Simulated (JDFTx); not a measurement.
## ZrC under changes of volume

One of the cells (13.174 Å³/atom); the others are scaled copies at fixed shape and fractional positions:

```xyz
4
Lattice="3.3915 0.0000 0.0000 -1.6957 2.9371 0.0000 0.0000 0.0000 5.2901" Properties=species:S:1:pos:R:3 pbc="T T T"
Zr    1.6957    0.9790    3.9675
Zr    0.0000    1.9581    1.3225
C     0.0000    0.0000    2.6450
C     0.0000    0.0000    0.0000
```

The cell comes from a database or a generator and needn't be the stable form of this composition.

| Property | Result |
| --- | --- |
| Program | JDFTx 1.7.0 (patched build) |
| Functional | PBEsol |
| Potentials or basis | PseudoDojo-SR-PBEsol-0.4.1-standard with smoothed tails |
| Cutoff | 1116 eV |
| Density cutoff | 8925 eV |
| k mesh | 9 × 9 × 5 |
| Occupations | fermi-dirac, width 0.05 eV |
| Spin | no spin polarisation |

| volume (Å³/atom) | energy over the lowest point (meV/atom) | pressure (GPa) |
| --- | --- | --- |
| 12.383 | 6.63 | 6.6 |
| 12.647 | 0.00 | 1.4 |
| 12.910 | 1.57 | -3.3 |
| 13.174 | 10.51 | -7.6 |
| 13.437 | 26.09 | -11.4 |
| 13.701 | ? | ? |
| 13.964 | 74.58 | -18.0 |

**Question.** What does the run at 13.701 Å³/atom give?

**Answer.** Energy over the lowest point 47.65 meV/atom; pressure -14.9 GPa.

Worked out: A Birch-Murnaghan fit of order 3 (a polynomial in V^(-2/3)) to the other rows has its minimum at 12.72 Å³/atom with B0 = V·E''(V) = 233 GPa and B' = 4.1 at fixed shape and positions, which overstates the stiffness. It gives 47.68 meV/atom at 13.701 Å³/atom, against the run's 47.65, and -dE/dV = -14.8 GPa, against -14.9.

Energies are extrapolated to zero smearing.
